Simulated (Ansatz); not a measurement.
# Ir2C3: the cost of one run

Program: Ansatz 0.2.0. Level of theory: DFT PBE, scalar-relativistic, plane waves, PAW. These are calculated values, not measurements.

## Step 1: The system as given

It takes space group I4/mmm (No. 139, tetragonal). Conventional cell: a = 4.650 Å, b = 4.650 Å, c = 5.162 Å, α = 90.00°, β = 90.00°, γ = 90.00°. Ir (site symmetry 4mm) has 1 C at 1.61 Å as nearest neighbours. Around C (site symmetry mmm) lie 4 C at 2.33 to 2.58 Å and 4 Ir at 2.52 Å. Around C (site symmetry 4/mmm) lie 2 Ir at 1.61 Å.

Coordinates:

```cif
data_structure
_symmetry_space_group_name_H-M 'P 1'
_symmetry_Int_Tables_number 1
_cell_length_a 4.1801
_cell_length_b 4.1801
_cell_length_c 4.1801
_cell_angle_alpha 112.413
_cell_angle_beta 112.413
_cell_angle_gamma 103.736
_cell_volume 55.81
loop_
_atom_site_label
_atom_site_type_symbol
_atom_site_fract_x
_atom_site_fract_y
_atom_site_fract_z
_atom_site_occupancy
Ir1 Ir 0.18795 0.18795 0.00000 1
Ir2 Ir 0.81205 0.81205 0.00000 1
C1 C 0.50000 0.00000 0.50000 1
C2 C 0.00000 0.50000 0.50000 1
C3 C 0.50000 0.50000 0.00000 1
```

A structure generator made this guess: random cell by space group and Wyckoff sites (I4/mmm, No. 139). Lengths come from tabulated atomic sizes and are only a guess.

## Step 2: Probe: one point on a coarse mesh

Contents of input.yaml:

```yaml
crystal:
  lattice:
    - [-2.32500753, 2.32500753, 2.58113608]
    - [2.32500753, -2.32500753, 2.58113608]
    - [2.32500753, 2.32500753, -2.58113608]
  atoms:
    - { symbol: Ir, position: [0.18795392, 0.18795392, 0.0] }
    - { symbol: Ir, position: [0.81204608, 0.81204608, 0.0] }
    - { symbol: C, position: [0.5, 0.0, 0.5] }
    - { symbol: C, position: [0.0, 0.5, 0.5] }
    - { symbol: C, position: [0.5, 0.5, 0.0] }
basis:
  ecutwfc: 420
kpoints:
  mp_grid: { grid: [6, 6, 6] }
hamiltonian:
  xc: pbe
scf:
  occupations: { method: gaussian, width: 0.1 }
  lower_state_search: "off"
output:
  forces: true
  stress: true
  eigenvalues: true
```

Run with:

```bash
> ansatz run input.yaml --threads 1 --pin off --max-ram 2560MiB --backend cpu --events-out ev --progress --plain --runs-dir out
```

**Question.** How long does this run take on 1 thread of Arm Neoverse V2, shared host, and how much memory does it need?

About 2.3 s, with a peak of 0.32 GiB.
